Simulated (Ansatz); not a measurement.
# SiGeNH (singlet): geometry optimisation

Aim: relax a generated start of SiGeNH (singlet) and see which bonds hold.

Method: RKS PBE0/def2-TZVP; program: Ansatz 0.2.0, Gaussian basis.

### 1 The starting structure

4 atoms, charge 0, spin multiplicity 1.

Atoms are counted from 1 here; the program's logs count them from 0.

Bond lengths: Ge1–N2 1.649 Å, N2–Si3 1.706 Å, Si3–H4 1.496 Å. Angles: Ge1–N2–Si3 166.1°, N2–Si3–H4 97.9°.

As a file:

```mol
GeHNSi
  3D, bonds by distance, orders not assigned

  4  3  0  0  0  0  0  0  0  0999 V2000
   -2.2010   -0.1784   -0.0019 Ge  0  0
   -0.5521   -0.1511   -0.0012 N   0  0
    1.1105   -0.5342   -0.0013 Si  0  0
    1.6426    0.8637    0.0045 H   0  0
  1  2  8  0
  2  3  8  0
  3  4  8  0
M  END
```

The start was built by rule and, where that kept it together, relaxed with GFN2-xTB. Sticks and bond lists go by distance. No spin-orbit coupling is included. 

### 2 The run

Contents of in.yaml:

```yaml
crystal:
  periodic: [false, false, false]
  atoms:
    - {symbol: Ge, position_ang: [-2.200950, -0.178372, -0.001935]}
    - {symbol: N, position_ang: [-0.552138, -0.151130, -0.001243]}
    - {symbol: Si, position_ang: [1.110461, -0.534221, -0.001307]}
    - {symbol: H, position_ang: [1.642627, 0.863724, 0.004485]}
basis:
  gaussian: {orbitals: def2-TZVP}
hamiltonian: {xc: pbe0}
relax: {f_tol: 0.004, max_steps: 80}
```

On the command line:

```sh
> ansatz run in.yaml --threads 1 --pin off --events-out ev --progress --plain --max-ram 2176MiB
```

**Question.** What will these runs give? Wanted: energy gained; shift from the start; total energy; dipole moment.

The runs gave:

```
                  quantity           value
                     steps               6
             energy gained        0.038 eV
shift from the start (rms)         0.034 Å
              total energy  -65889.3491 eV
             dipole moment          2.51 D
```

The bonds of the start are those of the end. Si3–H4 went from 1.496 to 1.539 Å. No vibrations were run, so this is a stationary point, not a proven minimum, and this spin need not be the ground state's.
